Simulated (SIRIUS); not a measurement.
Runs of SIRIUS 7.10.0 on GeN. The structure is orthorhombic, space group Cmmm (No. 65). The conventional cell has a = 5.136 Å, b = 6.148 Å, c = 3.113 Å, α = 90.00°, β = 90.00°, γ = 90.00°. Ge (site symmetry 2/m) is surrounded by 4 N at 2.26 Å and 2 Ge at 2.57 Å. N (site symmetry 2mm) is surrounded by 1 N at 1.42 Å. The cell was built by a generator and needn't be a form met in nature.

| level | libxc names | gap on the mesh (eV) | pressure (GPa) | largest force (eV/Å) |
| --- | --- | --- | --- | --- |
| LDA | ["XC_LDA_X", "XC_LDA_C_PW"] | none | (b) | 0.10 |
| BLYP | ["XC_GGA_X_B88", "XC_GGA_C_LYP"] | none | 7.0 | 0.54 |
| LDA-PZ | ["XC_LDA_X", "XC_LDA_C_PZ"] | none | -8.6 | 0.07 |
| mPWLYP | ["XC_GGA_X_MPW91", "XC_GGA_C_LYP"] | none | (c) | 0.54 |
| PW91 | ["XC_GGA_X_PW91", "XC_GGA_C_PW91"] | none | (a) | 0.28 |

Alike in all rows: task single point; potentials or basis PseudoDojo 0.4.1 PBE standard (scalar relativistic); no spin polarisation; cell as given; k mesh 3 × 3 × 4; cutoff (eV) 1152; smearing fermi-dirac 0.05 eV; the mesh is coarse, so values aren't converged.

**Question.** Estimate the missing entries.

**Answer.** (a) -0.4; (b) -8.8; (c) 6.9.

Caveats: all runs use coarse meshes; the potentials were made for another functional, which shifts forces and pressure.

A k mesh can miss the band edges, and the runs leave out spin-orbit coupling on Ge.

A gap of «none» marks a metal or a gap under the smearing width.

Runs at the PBE level aren't shown here.
